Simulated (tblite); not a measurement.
# C5H10NP3Si: the cost of one run

Computed with tblite 0.8.0 and PySCF 2.14.0, with density-fitted response routines of our own, on a single molecule in the gas phase. Atoms count from 0, in the outputs and in this text.

### Step 1. The molecule as given

20 atoms, charge 0, multiplicity 1; geometry from: force field or distance geometry start.

Bonds of the start (Å): C0–N1 1.43, N1–C2 1.45, N1–C3 1.43, C3–P4 1.72, P4–C5 1.75, C5–P6 1.74, P6–C7 1.73, C7–Si8 1.86, C7–P9 1.76, P9–C3 1.73, C0–H10 1.13, C0–H11 1.10, C0–H12 1.11, C2–H13 1.12, C2–H14 1.10, C2–H15 1.11, C5–H16 1.10, Si8–H17 1.48, Si8–H18 1.46, Si8–H19 1.46.

### Step 2. Relaxing the molecule with GFN2-xTB

What the job is given:

```
{"job": {"kind": "relax", "xc": "GFN2-xTB", "basis": "xTB"}, "charge": 0, "multiplicity": 1}
C     -2.989900     0.443600     0.583900
N     -1.828700    -0.387800     0.660500
C     -1.980900    -1.655500    -0.031200
C     -0.641700     0.292900     0.262400
P     -0.628300     1.930800    -0.249000
C      0.880200     2.676300    -0.730800
P      2.391200     1.813300    -0.688700
C      2.366200     0.167400    -0.150600
Si     3.894200    -0.881600    -0.058600
P      0.852200    -0.587200     0.321300
H     -3.634300     0.263500     1.489200
H     -3.579100     0.130900    -0.289700
H     -2.641100     1.498000     0.569700
H     -3.082500    -1.819600    -0.136700
H     -1.512700    -2.425600     0.594700
H     -1.500900    -1.587800    -1.034700
H      0.904300     3.727200    -1.061500
H      3.555000    -2.190300    -0.652800
H      4.151600    -1.113800     1.363100
H      5.020000    -0.284100    -0.763400
```

On the command line:

```console
OMP_NUM_THREADS=1 python probes_run.py task.json out
```

This one command runs all jobs of the session in turn.

**Question.** How long does this first job take on 1 thread of Arm Neoverse V1, shared host?

About 1.8 s.
